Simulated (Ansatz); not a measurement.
CsLiCr2Te2S3, 9 atoms in the cell. It takes space group Cm (No. 8, monoclinic). Conventional cell: a = 6.843 Å, b = 10.361 Å, c = 7.978 Å, α = 90.00°, β = 111.21°, γ = 90.00°. Cs (site symmetry m) has 5 S at 3.58 to 3.92 Å and 1 Li at 4.01 Å as nearest neighbours. Li (site symmetry m) has 3 S at 2.42 to 2.56 Å as nearest neighbours. Around Cr (site symmetry 1) lie 3 S at 2.20 to 2.25 Å and 1 Te at 2.51 Å. Around Te (site symmetry 1) lie 1 Cr at 2.51 Å. S (site symmetry 1) is surrounded by 2 Cr at 2.24 to 2.25 Å and 1 Li at 2.56 Å. Around S (site symmetry m) lie 2 Cr at 2.20 Å and 1 Li at 2.42 Å. The cell was built by a generator and needn't be a form met in nature.

- Program: Ansatz 0.2.0
- Task: band structure
- Functional: PBE
- Potentials or basis: Ansatz PAW
- Cutoff: 420 eV (not typed: the program's choice for these potentials)
- k mesh: 5 × 5 × 4
- Occupations: fermi-dirac, width 0.05 eV
- Spin: collinear spin, ferromagnetic start
- Starting moments: [0.0, 0.0, 3.0, 3.0, 0.0, 0.0, 0.0, 0.0, 0.0] μB
- Path: [["G", "Y", "F", "H", "Z", "I", "F1"], ["H1", "Y1", "X", "G", "N"], ["M", "G"]]
- Points for each segment of the path: 10

Potentials or basis: Ansatz PAW.

The run is started by

```console
$ ansatz run input.yaml --threads 8 --pin off --max-ram 20480MiB --backend cpu --events-out ev --progress --plain --runs-dir out
```

Hardware: 8 threads of AMD EPYC 7B13 (Zen 3) (shared host).

How long does it take, and how much memory?

It took 62 s on 8 threads of AMD EPYC 7B13 (Zen 3) (shared host), peak memory 2.4 GiB. Counts: scf iterations 17, plane waves 5177, k points 33, bands 67.
